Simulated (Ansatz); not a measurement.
# Cd3Pd: a run for elastic constants

Wanted: a converged run for elastic constants for Cd3Pd, and a check of what comes out. The structure is shown as the input types it.

Program: Ansatz 0.2.0. Level of theory: DFT, r2SCAN, PAW with Ansatz's default frozen-core files, scalar-relativistic; elastic constants from stresses of strained cells. These are calculated values, not measurements.

1 further run of the same task is left out (set aside as unsound or not needed).

### Step 1. Starting point

It takes space group Pm-3m (No. 221, cubic). The conventional cell has a = 2.222 Å, b = 2.222 Å, c = 2.222 Å, α = 90.00°, β = 90.00°, γ = 90.00°. Cd (site symmetry 4/mmm) has 8 Cd at 1.57 Å and 4 Pd at 1.57 Å as nearest neighbours. Pd (site symmetry m-3m) is surrounded by 12 Cd at 1.57 Å.

Structure file:

```
Cd Pd
1.0
     2.22248    0.00000    0.00000
     0.00000    2.22248    0.00000
     0.00000    0.00000    2.22248
Cd Pd
3 1
Direct
  0.00000 0.50000 0.50000
  0.50000 0.00000 0.50000
  0.50000 0.50000 0.00000
  0.00000 0.00000 0.00000
```

### Step 2. The calculation

Contents of input.yaml:

```yaml
crystal:
  lattice:
    - [2.2224839, 0.0, 0.0]
    - [0.0, 2.2224839, 0.0]
    - [0.0, 0.0, 2.2224839]
  atoms:
    - { symbol: Cd, position: [0.0, 0.5, 0.5] }
    - { symbol: Cd, position: [0.5, 0.0, 0.5] }
    - { symbol: Cd, position: [0.5, 0.5, 0.0] }
    - { symbol: Pd, position: [0.0, 0.0, 0.0] }
kpoints:
  mp_grid: { grid: [8, 8, 8] }
scf:
  occupations: { method: fermi_dirac, width: 0.05 }
  max_iter: 50
hamiltonian:
  xc: r2scan
  pseudopotentials: { kind: paw }
elastic:
  mode: relaxed_ion
  stencil: two_point
  amplitude: 0.005
```

Run with:

```bash
$ ansatz run input.yaml --threads 2 --pin off --max-ram 6144MiB --backend cpu --events-out ev --progress --plain --runs-dir out
```

Q: Will this input give a usable result? If not, why, and what should change?

This run ends as converged. It gives a pressure of 16521 GPa, which is large; a structure far from rest gives such values too, whatever the setting.

The structure is shrunk by the factor 0.529 between bohr and ångström. The shortest distance in the input is 1.57 Å, between atoms 1 (Cd) and 2 (Cd).

Fix: remove the wrong conversion.
